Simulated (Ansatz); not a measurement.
**CH5NOSi: small, medium and large basis sets**

An exercise on one series of results from a longer session: the logs are not shown, and one member is left open.

Program: Ansatz 0.2.0, Gaussian basis. Level of theory: one geometry, several basis sets. These are calculated values, not measurements.

Levels to be run: PBE0-D4/def2-SVP; ωB97M-V/def2-SVP; PBE0-D4/def2-QZVPP; ωB97M-V/def2-QZVPP; the functionals' def2-TZVPP values are taken from earlier runs.

## The relaxed structure

All runs share one geometry, relaxed beforehand with PBE0-D4 in a triple-zeta def2 set.

SMILES `NC1O[SiH2]1`, 9 atoms, charge 0, spin multiplicity 1.

Atoms are counted from 1 here; the program's logs count them from 0.

Bond lengths: N1–C2 1.399 Å, N1–H5 1.013 Å, N1–H6 1.010 Å, C2–O3 1.516 Å, C2–Si4 1.812 Å, C2–H7 1.088 Å, O3–Si4 1.654 Å, Si4–H8 1.481 Å, Si4–H9 1.483 Å. Angles: C2–N1–H5 112.6°, C2–N1–H6 113.9°, H5–N1–H6 109.4°, N1–C2–O3 117.7°, N1–C2–Si4 126.4°, N1–C2–H7 112.0°, O3–C2–Si4 58.8°, O3–C2–H7 108.6°, Si4–C2–H7 119.4°, C2–O3–Si4 69.6°, C2–Si4–O3 51.6°, C2–Si4–H8 123.8°, C2–Si4–H9 120.6°, O3–Si4–H8 118.3°, O3–Si4–H9 117.1°, H8–Si4–H9 111.9°.

Set-up of the first run:

The input, in.yaml:

```yaml
crystal:
  periodic: [false, false, false]
  atoms:
    - {symbol: N, position_ang: [-0.536908, 1.438465, -0.082015]}
    - {symbol: C, position_ang: [-0.462540, 0.077432, -0.396534]}
    - {symbol: O, position_ang: [-0.591105, -0.916826, 0.740615]}
    - {symbol: Si, position_ang: [0.892783, -1.049993, 0.021626]}
    - {symbol: H, position_ang: [-1.460120, 1.717426, 0.226513]}
    - {symbol: H, position_ang: [0.148947, 1.740362, 0.594661]}
    - {symbol: H, position_ang: [-1.165128, -0.198955, -1.180153]}
    - {symbol: H, position_ang: [1.199181, -2.285739, -0.735471]}
    - {symbol: H, position_ang: [2.063391, -0.568572, 0.793660]}
basis:
  gaussian: {orbitals: def2-SVP}
hamiltonian: {xc: pbe0, dispersion: d4}
output: {orbitals: {seedname: orbitals}}
```

Launch:

```sh
> ansatz run in.yaml --threads 2 --pin off --events-out ev --progress --plain --max-ram 4352MiB
```

Steps of the session up to this table: PBE0-D4 in def2-SVP; ωB97M-V in def2-SVP; PBE0-D4 in def2-QZVPP; ωB97M-V in def2-QZVPP.

One of the session's tables, all rows but one given; the rest of the session is left out.

```
functional       basis  HOMO (eV)  LUMO (eV)
   PBE0-D4    def2-SVP          ?          ?
   PBE0-D4  def2-TZVPP      -7.04      -0.46
   PBE0-D4  def2-QZVPP      -7.08      -0.60
   ωB97M-V    def2-SVP      -9.12       1.92
   ωB97M-V  def2-TZVPP      -9.30       1.27
   ωB97M-V  def2-QZVPP      -9.35       0.97
```

**Question.** Estimate the row for PBE0-D4, def2-SVP.

The run gave: HOMO (eV): -6.88; LUMO (eV): -0.03. In the column «HOMO (eV)» it is the highest.
